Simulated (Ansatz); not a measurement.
A nudged elastic band was laid between two geometries of a periodic cell of 17 atoms, Li16C (host Li, host structure bcc, interstitial C).

Computed with Ansatz 0.2.0, DFT PBEsol, scalar-relativistic, plane waves, PAW. Settings: cutoff 420 eV, k mesh 3x3x3, gaussian smearing 0.1 eV, no spin polarisation.

```json
{
 "movable images": "1",
 "climbing image": "yes",
 "spring": "5.0 eV/Å²",
 "optimiser": "quadratic models (default)",
 "start path": "default",
 "force threshold": "0.05 eV/Å",
 "iteration limit": "50",
 "end points": "relaxed"
}
```

Initial state:

```xyz
17
Lattice="6.9800 0.0000 0.0000 0.0000 6.9800 0.0000 0.0000 0.0000 6.9800" Properties=species:S:1:pos:R:3
Li 0.699 0.002 0.406
Li 3.253 0.001 -0.210
Li -0.292 3.491 0.238
Li 0.699 0.002 3.083
Li 1.980 1.957 1.745
Li 3.665 3.493 -0.228
Li 3.253 0.001 3.699
Li 4.533 1.342 1.744
Li -0.293 3.491 3.250
Li 1.979 5.028 1.745
Li 1.569 1.973 5.234
Li 3.665 3.493 3.717
Li 4.533 5.642 1.744
Li 5.526 1.507 5.235
Li 1.567 5.009 5.234
Li 5.526 5.476 5.235
C 2.617 0.003 1.744
```

Final state:

```xyz
17
Lattice="6.9800 0.0000 0.0000 0.0000 6.9800 0.0000 0.0000 0.0000 6.9800" Properties=species:S:1:pos:R:3
Li 0.400 0.003 0.689
Li 3.092 0.003 0.702
Li 0.244 3.489 -0.291
Li -0.203 -0.001 3.257
Li 1.743 1.958 1.980
Li 3.255 3.489 -0.286
Li 3.704 -0.001 3.248
Li 5.250 1.970 1.582
Li -0.220 3.495 3.664
Li 1.744 5.028 1.978
Li 1.752 1.347 4.534
Li 3.715 3.495 3.651
Li 5.250 5.011 1.576
Li 5.232 1.502 5.520
Li 1.752 5.632 4.542
Li 5.232 5.481 5.522
C 1.749 0.003 2.614
```

(1) Which bonds break or form, and what moves?

(2) Give the energies along the band, and the barrier.

(3) What is the geometry of the highest image?

Answers

(1) Contacts lost: Li5–Li8, Li8–C17, Li10–Li13, Li13–C17. Contacts made: Li5–Li11, Li10–Li15, Li11–C17. The atom that moves furthest is C17, by 1.23 Å; four of its nearest neighbours are Li2 2.06, Li7 2.06, Li5 2.06, Li10 2.06 Å at the first end and Li4 2.05, Li5 2.06, Li7 2.06, Li10 2.06 Å at the last.

(2) The forces met the threshold. The highest image is number 1 of 0 to 2, 0.145 eV above the ends, which have the same energy within 2 meV. The order of the stationary point at the top wasn't checked. So few images can step over the top or miss a turn of the path. Limits of this set-up: coarse k mesh, a small cell, in which the defect meets its images.

| image | path coordinate (Å) | energy (eV) | Li5–Li8 (Å) | Li8–C17 (Å) | Li10–Li13 (Å) |
| --- | --- | --- | --- | --- | --- |
| 0 | 0.00 | 0.000 | 2.63 | 2.34 | 2.63 |
| 1 | 1.95 | 0.145 | 3.48 | 3.89 | 3.48 |
| 2 | 3.90 | 0.001 | 3.50 | 4.13 | 3.50 |

(3) 
```xyz
17
Lattice="6.9800 0.0000 0.0000 0.0000 6.9800 0.0000 0.0000 0.0000 6.9800" Properties=species:S:1:pos:R:3
Li 0.317 0.002 0.314
Li 3.227 0.001 0.321
Li -0.135 3.491 -0.131
Li 0.331 0.001 3.221
Li 1.763 1.996 1.758
Li 3.681 3.492 -0.123
Li 3.210 0.002 3.212
Li 5.273 1.749 1.777
Li -0.121 3.492 3.676
Li 1.762 4.988 1.757
Li 1.777 1.754 5.279
Li 3.673 3.492 3.674
Li 5.273 5.233 1.777
Li 5.257 1.458 5.252
Li 1.776 5.229 5.278
Li 5.257 5.525 5.251
C 1.765 0.002 1.756
```

Time of the run: 49 s on 2 threads of Intel(R) Xeon(R) Platinum 8488C (Sapphire Rapids), on a shared host, peak memory 0.78 GiB.
